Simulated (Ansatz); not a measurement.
# Ni2: the cost of one run

Method: the levels named in each step, in Ansatz 0.2.0.

## (1) Starting point

Bond lengths: Ni1–Ni2 2.142 Å.

Structure file:

```xyz
2

Ni    0.0000    0.0000    0.0000
Ni    0.0000    0.0000    2.1419
```

## (2) A rough first relaxation, PBE-D4/def2-SVP

File input.yaml:

```yaml
crystal:
  periodic: [false, false, false]
  atoms:
    - { symbol: Ni, position_ang: [0.0, 0.0, 0.0] }
    - { symbol: Ni, position_ang: [0.0, 0.0, 2.14191] }
magnetization:
  spin_polarized: true
  initial_magnetization: 1
total_charge: 1
basis:
  gaussian: { orbitals: def2-SVP }
hamiltonian:
  xc: pbe
  dispersion: d4
relax:
  f_tol: 0.03
  max_steps: 200
```

Command:

```
ansatz run input.yaml --threads 4 --pin off --max-ram 10240MiB --backend cpu --events-out ev --progress --plain --runs-dir out
```

What time and memory should one allow on 4 threads of Intel Xeon Platinum 8488C (Sapphire Rapids), shared host?

About 1.9 min, with a peak of 0.19 GiB.
